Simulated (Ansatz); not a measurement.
# AlGaH (doublet): wave-function methods side by side at distance Al1–Ga2 = 5.762 Å, 6-31G

How much of the correlation energy of AlGaH (doublet) does each wave-function method recover here?

Method: 6-31G, core rule «outside noble gas», up to 19 orbitals frozen; program: Ansatz 0.2.0, Gaussian basis.

To be run: UHF; CCSD(T) on ROHF; CCSD(T) on UHF; BCCD(T) on ROHF; CISD; CCSDT(Q) on ROHF; CCSDT(Q) on UHF; CASSCF and MRCISD+Q, 3 electrons in 3 orbitals; CASSCF and NEVPT2, 3 electrons in 3 orbitals; CASSCF and MRCISD+Q, 7 electrons in 9 orbitals; CASSCF and NEVPT2, 7 electrons in 9 orbitals; Full CI.

15 further runs of the same task are left out: 14 that didn't finish, 1 set aside as unsound or not needed.

## 1. The system

The geometry derives from a PBE0/def2-TZVP stationary point (not a proven minimum). One bond is set to the value named and the two fragments are kept rigid. No spin-orbit coupling is included. The filled d shell of Ga may be among the frozen orbitals whatever the setting's name suggests; the logs give the count.

3 atoms, charge 0, spin multiplicity 2.

Atoms are counted from 1 here; the program's logs count them from 0.

Bond lengths: Al1–H3 1.622 Å.

Coordinates:

```xyz
3

Al    0.0000    0.0000    1.3801
Ga    0.0000    0.0000   -4.3819
H     0.0000    0.0000    3.0019
```

## 2. UHF

in.yaml reads:

```yaml
crystal:
  periodic: [false, false, false]
  atoms:
    - {symbol: Al, position_ang: [0.000000, 0.000000, 1.380067]}
    - {symbol: Ga, position_ang: [0.000000, 0.000000, -4.381933]}
    - {symbol: H, position_ang: [0.000000, 0.000000, 3.001867]}
basis:
  gaussian: {orbitals: 6-31G}
magnetization: {spin_polarized: true, initial_magnetization: 1}
hamiltonian: {xc: hf}
output: {orbitals: {seedname: orbitals}}
```

Launch:

```console
> ansatz run in.yaml --threads 1 --pin off --events-out ev --progress --plain --max-ram 2393MiB
```

The runs that follow: CCSD(T) on ROHF; CCSD(T) on UHF; BCCD(T) on ROHF; CISD; CCSDT(Q) on ROHF; CCSDT(Q) on UHF; CASSCF and MRCISD+Q, 3 electrons in 3 orbitals; CASSCF and NEVPT2, 3 electrons in 3 orbitals; CASSCF and MRCISD+Q, 7 electrons in 9 orbitals; CASSCF and NEVPT2, 7 electrons in 9 orbitals; Full CI.

Before running them: what should the planned runs give, taken together? Wanted: FCI below the RHF energy; RMP2 from FCI; UMP2 from FCI; RCCSD from FCI; RCCSD(T) from FCI; UCCSD(T) from FCI; RCCSDT(Q) from FCI; UCCSDT(Q) from FCI; NEVPT2 pair from FCI.

**Answer**, as computed:

| quantity | value |
| --- | --- |
| FCI below the RHF energy | -2.0581 eV |
| RMP2 from FCI | +769.4 meV |
| UMP2 from FCI | +776.5 meV |
| RCCSD from FCI | +16.2 meV |
| RCCSD(T) from FCI | +5.8 meV |
| UCCSD(T) from FCI | +5.6 meV |
| RCCSDT(Q) from FCI | +0.5 meV |
| UCCSDT(Q) from FCI | +0.2 meV |
| NEVPT2 pair from FCI | +673.5 meV |
| MRCISD+Q pair from FCI | -54.1 meV |
| NEVPT2 valence from FCI | +159.9 meV |
| levels within 1 kcal/mol (43 meV) | RCCSD, UCCSD, RCCSD(T), UCCSD(T), BCCD(T), RCCSDT, UCCSDT, RCCSDT(Q), UCCSDT(Q), MRCISD valence, MRCISD+Q valence |
| T1 diagnostic | 0.013 |
| effectively unpaired electrons | 1.10 |

**Reading.** RCCSD(T) misses by +5.8 meV, 0.3 % of the correlation energy. MRCISD+Q pair falls below full CI: the +Q correction isn't variational, and the cores differ from full CI's. One determinant dominates. Of the multireference levels listed MRCISD+Q valence comes nearest in total energy (+7.6 meV), which doesn't show that its space is the better one. These misses are within one basis, not against nature; the frozen cores of restricted and unrestricted runs differ, which can shift their rows.
